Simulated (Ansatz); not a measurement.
**C₃F₆: a ladder of functionals and wavefunction methods**

One table from this session's results is given with a row withheld; the runs are named, their logs left out.

Method: functionals in def2-TZVPP, the program's frozen cores in correlated methods; program: Ansatz 0.2.0, Gaussian basis.

Levels to be run: LDA (SPW92), PBE-D4, revPBE-D4, BLYP-D4, r2SCAN-D4, B97M-V, PBE0-D4, B3LYP-D4, r2SCANh-D4, r2SCAN0-D4, HSE06-D4, BHLYP-D4, CAM-B3LYP-D4, LC-ωPBE, ωB97X-V, ωB97M-V, B2PLYP, PBE-QIDH; CCSD(T)/def2-SVP; CCSD(T)/def2-TZVPP; MP2/def2-QZVPP; extrapolation to the limit; RPA on PBE.

**The relaxed structure**

An earlier PBE0-D4 in a triple-zeta def2 set relaxation fixed the geometry.

9 atoms, charge 0, spin multiplicity 1.

Atoms are counted from 1 here; the program's logs count them from 0.

Bond lengths: F1–C2 1.301 Å, C2–F3 1.303 Å, C2–C4 1.326 Å, C4–F5 1.331 Å, C4–C6 1.496 Å, C6–F7 1.328 Å, C6–F8 1.336 Å, C6–F9 1.336 Å. Angles: F1–C2–F3 112.0°, F1–C2–C4 125.6°, F3–C2–C4 122.4°, C2–C4–F5 119.2°, C2–C4–C6 127.4°, F5–C4–C6 113.4°, C4–C6–F7 111.9°, C4–C6–F8 110.5°, C4–C6–F9 110.5°, F7–C6–F8 108.3°, F7–C6–F9 108.3°, F8–C6–F9 107.1°.

Set-up of the first run:

Contents of in.yaml:

```yaml
crystal:
  periodic: [false, false, false]
  atoms:
    - {symbol: F, position_ang: [1.230090, -1.745115, 0.058498]}
    - {symbol: C, position_ang: [1.081664, -0.650051, -0.627426]}
    - {symbol: F, position_ang: [1.945465, -0.561129, -1.599319]}
    - {symbol: C, position_ang: [0.172624, 0.287968, -0.397082]}
    - {symbol: F, position_ang: [0.135019, 1.361865, -1.182396]}
    - {symbol: C, position_ang: [-0.866373, 0.300901, 0.679276]}
    - {symbol: F, position_ang: [-0.801846, -0.783002, 1.444360]}
    - {symbol: F, position_ang: [-2.090030, 0.367175, 0.147494]}
    - {symbol: F, position_ang: [-0.718216, 1.374987, 1.459594]}
basis:
  gaussian: {orbitals: def2-TZVPP}
hamiltonian: {xc: lda}
output: {orbitals: {seedname: orbitals}}
```

On the command line:

```sh
ansatz run in.yaml --threads 2 --pin off --events-out ev --progress --plain --max-ram 32768MiB --backend cuda --devices 0, --max-vram 18GiB
```

Steps of the session up to this table: LDA; PBE-D4 (GGA); revPBE-D4 (GGA); BLYP-D4 (GGA); r2SCAN-D4 (meta-GGA); B97M-V (meta-GGA); PBE0-D4 (hybrid); B3LYP-D4 (hybrid); r2SCANh-D4 (hybrid); r2SCAN0-D4 (hybrid); HSE06-D4 (hybrid); BHLYP-D4 (hybrid); CAM-B3LYP-D4 (range-separated); LC-ωPBE (range-separated); ωB97X-V (range-separated); ωB97M-V (range-separated); B2PLYP (double hybrid); PBE-QIDH (double hybrid).

One table of the session follows, with a row left open; its other results are not shown here.

It belongs to the step «Orbital energies across the functionals». 

```
  functional  HOMO (eV)  gap (eV)
 LDA (SPW92)      -7.09      5.32
      PBE-D4      -6.82      5.40
   revPBE-D4      -6.71      5.44
     BLYP-D4      -6.75      5.39
   r2SCAN-D4      -7.12      5.90
      B97M-V          ?         ?
     PBE0-D4      -8.30      7.86
    B3LYP-D4      -8.10      7.35
  r2SCANh-D4      -7.68      6.81
  r2SCAN0-D4      -8.50      8.18
    HSE06-D4      -7.89      7.07
    BHLYP-D4      -9.70     10.35
CAM-B3LYP-D4      -9.77     10.44
     LC-ωPBE     -11.05     12.99
     ωB97X-V     -10.67     12.60
     ωB97M-V     -10.58     12.43
```

Q: Estimate the row for B97M-V from the others.

**Answer.** HOMO (eV): -7.20; gap (eV): 6.11. In the column «HOMO (eV)» it lies between r2SCANh-D4 (-7.68) and r2SCAN-D4 (-7.12).
